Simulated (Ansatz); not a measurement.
# Sb: the cost of one run

Program: Ansatz 0.2.0. Level of theory: DFT PBEsol, scalar-relativistic. These are calculated values, not measurements.

### Step 1. The system as given

Symmetry: Pm-3m, No. 221, cubic system. Conventional cell: a = 3.160 Å, b = 3.160 Å, c = 3.160 Å, α = 90.00°, β = 90.00°, γ = 90.00°. Sb (site symmetry m-3m) has 6 Sb at 3.16 Å as nearest neighbours.

Coordinates:

```
CELL_PARAMETERS angstrom
3.16000 0.00000 0.00000
0.00000 3.16000 0.00000
0.00000 0.00000 3.16000
ATOMIC_POSITIONS crystal
Sb 0.00000 0.00000 0.00000
```

### Step 2. After the deformation

Space group Pm-3m before, R-3m after.

### Step 3. LAPW, all electrons

Input file input.yaml:

```yaml
crystal:
  lattice:
    - [3.16, -0.0316, -0.0316]
    - [-0.0316, 3.16, -0.0316]
    - [-0.0316, -0.0316, 3.16]
  atoms:
    - { symbol: Sb, position: [0.0, 0.0, 0.0] }
kpoints:
  mp_grid: { grid: [13, 13, 13] }
  band_path:
    path:
      - [0.0, 0.0, 0.0]
      - [0.5, 0.0, 0.0]
      - [0.5, -0.5, 0.5]
      - [0.4804921086, -0.5195078914, 0.4804921086]
      - [0.4804921086, 0.4804921086, 0.4804921086]
      - [0.0, 0.0, 0.0]
      - [0.5, -0.5, 0.0]
    npoints: 5
scf:
  occupations: { method: fermi_dirac, width: 0.05 }
hamiltonian:
  xc: pbesol
  pseudopotentials: { kind: all_electron, lapw: { basis_error: 0.001 } }
output:
  forces: true
  stress: true
  eigenvalues: true
```

Command:

```
ansatz run input.yaml --threads 1 --pin off --max-ram 3072MiB --backend cpu --events-out ev --progress --plain --runs-dir out
```

Q: Estimate wall time and peak memory on 1 thread of Intel Xeon Platinum 8488C (Sapphire Rapids), shared host.

About 11 s, with a peak of 0.4 GiB.
